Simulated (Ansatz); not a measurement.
**Be started on a K site and a K vacancy in perovskite KMgF3, 9 atoms, charge −2**

Which settings matter for this cell? A base run comes first, then runs with one to three settings changed.

Method: density functional theory in Ansatz 0.2.0, PAW datasets, plane waves.

### Step 1. Starting point

9 atoms (1 Be, 2 Mg, 6 F); a = 7.983 Å, b = 3.991 Å, c = 3.991 Å, α = 90.00°, β = 90.00°, γ = 90.00°. All atoms were shaken off their sites by about 0.02 Å along each axis. Defect site 1: (0.500, 0.000, 0.000). Defect site 2: (0.000, 0.000, 0.000).

Structure file:

```
Be Mg F
1.0
     7.98254    0.00000    0.00000
     0.00000    3.99127    0.00000
     0.00000    0.00000    3.99127
Be Mg F
1 2 6
Direct
  0.49913 0.99609 0.00589
  0.25274 0.50199 0.50289
  0.75103 0.49601 0.50134
  0.24816 0.50043 0.00089
  0.75215 0.49773 0.99940
  0.99916 0.49882 0.48762
  0.50298 0.49492 0.49247
  0.25028 0.99171 0.50604
  0.75101 0.00721 0.50332
```

### Step 2. PBEsol on the given atoms

in.yaml

```yaml
crystal:
  lattice:
    - [7.982544, 0.000000, 0.000000]
    - [0.000000, 3.991272, 0.000000]
    - [0.000000, 0.000000, 3.991272]
  atoms:
    - { symbol: Be, position: [0.499134, 0.996095, 0.005893] }
    - { symbol: Mg, position: [0.252745, 0.501993, 0.502887] }
    - { symbol: Mg, position: [0.751030, 0.496009, 0.501337] }
    - { symbol: F, position: [0.248160, 0.500435, 0.000889] }
    - { symbol: F, position: [0.752150, 0.497730, 0.999405] }
    - { symbol: F, position: [0.999159, 0.498822, 0.487619] }
    - { symbol: F, position: [0.502979, 0.494917, 0.492468] }
    - { symbol: F, position: [0.250276, 0.991712, 0.506038] }
    - { symbol: F, position: [0.751005, 0.007212, 0.503317] }
kpoints:
  mp_grid: { grid: [2, 2, 2], shift: [0.5, 0.5, 0.5] }
hamiltonian:
  xc: pbesol
total_charge: -2
scf:
  occupations: { method: fermi_dirac, width: 0.01 }
output:
  forces: true
  eigenvalues: true
  populations: true
  charged_corrections: { epsilon: 7 }
  write_density: true
  write_potential: true
  elf: true
  volumetric_format: npy
```

Launch:

```sh
ansatz run in.yaml --threads 8 --pin off --max-ram 13300MiB --runs-dir r --events-out ev --progress --plain
```

### Step 3. Run again with k points 2×2×1

Edit in.yaml of step 2 so:

```diff
@@ -16,3 +16,3 @@
 kpoints:
-  mp_grid: { grid: [2, 2, 2], shift: [0.5, 0.5, 0.5] }
+  mp_grid: { grid: [2, 2, 1] }
 hamiltonian:
@@ -22,2 +22,3 @@
   occupations: { method: fermi_dirac, width: 0.01 }
+  max_iter: 60
 output:
@@ -25,4 +26,3 @@
   eigenvalues: true
-  populations: true
-  charged_corrections: { epsilon: 7 }
+  stress: true
   write_density: true
```

### Step 4. Changed settings: functional RPBE

Edit in.yaml of step 3 so:

```diff
@@ -16,5 +16,5 @@
 kpoints:
-  mp_grid: { grid: [2, 2, 1] }
+  mp_grid: { grid: [2, 2, 2], shift: [0.5, 0.5, 0.5] }
 hamiltonian:
-  xc: pbesol
+  xc: rpbe
 total_charge: -2
@@ -22,3 +22,3 @@
   occupations: { method: fermi_dirac, width: 0.01 }
-  max_iter: 60
+  max_iter: 50
 output:
@@ -27,5 +27 @@
   stress: true
-  write_density: true
-  write_potential: true
-  elf: true
-  volumetric_format: npy
```

### Step 5. Changed settings: functional r²SCAN, density threshold 0.0001 eV

Edit in.yaml of step 4 so:

```diff
@@ -18,3 +18,3 @@
 hamiltonian:
-  xc: rpbe
+  xc: r2scan
 total_charge: -2
@@ -23,2 +23,3 @@
   max_iter: 50
+  convergence: { dr2_threshold: 1e-04 }
 output:
```

### Step 6. Changed settings: charge changed by 1

Edit in.yaml of step 5 so:

```diff
@@ -18,8 +18,7 @@
 hamiltonian:
-  xc: r2scan
-total_charge: -2
+  xc: pbesol
+total_charge: -1
 scf:
   occupations: { method: fermi_dirac, width: 0.01 }
-  max_iter: 50
-  convergence: { dr2_threshold: 1e-04 }
+  max_iter: 80
 output:
```

### Step 7. Run again with starting moment 4 μB

Edit in.yaml of step 6 so:

```diff
@@ -19,6 +19,9 @@
   xc: pbesol
-total_charge: -1
+total_charge: -2
+magnetization:
+  spin_polarized: true
+  initial_magnetization: 4
 scf:
   occupations: { method: fermi_dirac, width: 0.01 }
-  max_iter: 80
+  max_iter: 50
 output:
```

Q: Predict the outcome of this session. Wanted: for each run, settings; status; energy from base; forces from base.

The runs gave:

| settings | status | cycles | time | energy from base (meV/atom) | forces from base (eV/Å rms) | filled to empty level on the mesh (eV) |
| --- | --- | --- | --- | --- | --- | --- |
| base | converged | 10 | 1.1 s (8 CPU threads) | 0 | 0 | 3.17 |
| k points 2×2×1 | converged | 10 | 0.8 s (8 CPU threads) | +65.2 | 0.041 | 1.63 |
| functional RPBE | converged | 10 | 0.9 s (8 CPU threads) | - | 0.034 | 3.29 |
| functional r²SCAN, density threshold 0.0001 eV | converged, settings too loose | 7 | 2 s (8 CPU threads) | - | 0.026 | 3.58 |
| charge changed by 1 | converged | 31 | 1.7 s (8 CPU threads) | - | 0.637 | - |
| starting moment 4 μB | converged | 15 | 1.7 s (8 CPU threads) | 0.0 | 0.000 | 3.17 |

**Reading.** Among these variants the forces move most with charge changed by 1 (0.637 eV/Å rms) and least with starting moment 4 μB (0.000).
